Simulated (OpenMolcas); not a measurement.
**Tc⁴⁺ among point charges: CASSCF levels and susceptibility**

How does a field of 6 point charges split the states of Tc⁴⁺, and what χT follows?

Method: state-averaged CASSCF, spin-orbit coupling by RASSI with atomic mean-field integrals. Code: OpenMolcas 26.06.

1 further run of the same task is left out (it didn't finish).

### Step 1. The atom as given

* Species: Tc⁴⁺ (technetium, Z = 43, 39 electrons)
* Basis: ANO-RCC-VTZP [7s6p4d2f1g], 68 functions
* Scalar Hamiltonian: DKH2, point nucleus
* Inactive shells: 1s 2s 2p 3s 3p 3d 4s 4p
* Active space: 3 electrons in 5 orbitals (4d)
* Some configurations of this space: 4d³
* Orbitals: optimised for each spin and parity, averaged over all roots

Outer shells as boxes (Hund's rule):

4d3
```
4d [↑ ][↑ ][↑ ][  ][  ]
```

The ion sits among 6 point charges of -1.7 e arranged as a tetragonal octahedron (D4h), 1.82 Å from the ion, with the axial distance 1.674 Å. The active orbitals were held to one l.

The work runs as a chain of OpenMolcas steps in one folder; each step below is one input file. Labels, J, g values, rates, χT and fits are worked out afterwards by a script from the matrices that RASSI stores. The input lists half of the charges; inversion (Group=XYZ) makes the rest.

### Step 2. One- and two-electron integrals

a.inp reads:

```
&GATEWAY
Coord
1

Tc 0.0 0.0 0.0
Basis=ANO-RCC-VTZP
Group=XYZ
NoMove
AngMom=0.0 0.0 0.0
AMFI
XField
3 Angstrom 0
1.820000 0.000000 0.000000 -1.700000
0.000000 1.820000 0.000000 -1.700000
0.000000 0.000000 1.674400 -1.700000
&SEWARD
```

### Step 3. CASSCF: quartets of even parity, 10 roots

a.inp reads:

```
&RASSCF
FileOrb=start.orb
Symmetry=1
Spin=4
nActEl=3 0 0
Inactive=9 9
Ras2=5 0
CIRoot=10 10 1
SDav=10
CIMx=300
Iter=120 100
PrWF=0.3
OrbListing=Nothing
MaxOrb=0
SupSym
1
20 4 5 6 7 8 10 11 12 13 14 18 19 20 21 22 23 24 25 26 27
0
>>> COPY $Project.JobIph JOB001
```

start.orb holds the contracted functions of the basis, ordered by shell, or the orbitals of the step before.

### Step 4. Reference wave functions, doublets of even parity, 40 roots

a.inp reads:

```
&RASSCF
FileOrb=start.orb
Symmetry=1
Spin=2
nActEl=3 0 0
Inactive=9 9
Ras2=5 0
CIRoot=40 40 1
SDav=40
CIMx=300
Iter=120 100
PrWF=0.3
OrbListing=Nothing
MaxOrb=0
SupSym
1
20 4 5 6 7 8 10 11 12 13 14 18 19 20 21 22 23 24 25 26 27
0
>>> COPY $Project.JobIph JOB002
```

### Step 5. RASSI: spin-orbit coupling between the states

a.inp reads:

```
&RASSI
NrOfJobIphs=2 10 40
1 2 3 4 5 6 7 8 9 10
1 2 3 4 5 6 7 8 9 10 11 12 13 14 15 16 17 18 19 20 21 22 23 24 25 26 27
28 29 30 31 32 33 34 35 36 37 38 39 40
IphNames
JOB001
JOB002
EJob
SpinOrbit
DIPRint=1.0
SOCoupling=1000.0
Subsets=2
Property=9
'ANGMOM' 1 'ANGMOM' 2 'ANGMOM' 3 'MLTPL  1' 1 'MLTPL  1' 2 'MLTPL  1' 3
'AMFI' 1 'AMFI' 2 'AMFI' 3
SOProperty=3
'ANGMOM' 1 'ANGMOM' 2 'ANGMOM' 3
```

**Question.** What will these runs give? Wanted: spin-free ground state; first state of the same spin within the active space; lowest level; next level.

The runs gave:

| quantity | value |
| --- | --- |
| method | CASSCF |
| spin-free ground state | 4B1, 1-fold in its orbital part |
| first state of the same spin within the active space | 4B2 at 12500 cm⁻¹ |
| lowest level | 2-fold E1/2, g = 0.01, 0.01, 5.29 |
| next level | 12.8 cm⁻¹ |
| χT at 300 K | 1.53 cm³ K/mol |
| effective moment at 300 K | 3.50 μB |

What this shows: The spin-free ground state (4B1) comes to 100 % from free-ion F terms and keeps the highest spin of the shell. χT at 300 K is 1.53, against 1.88 cm³ K/mol for the spin alone, so spin-orbit coupling lowers it. The field of point charges can differ much from that of real complexes. Point charges carry no covalency, so the field is a model and not that of real ligands.
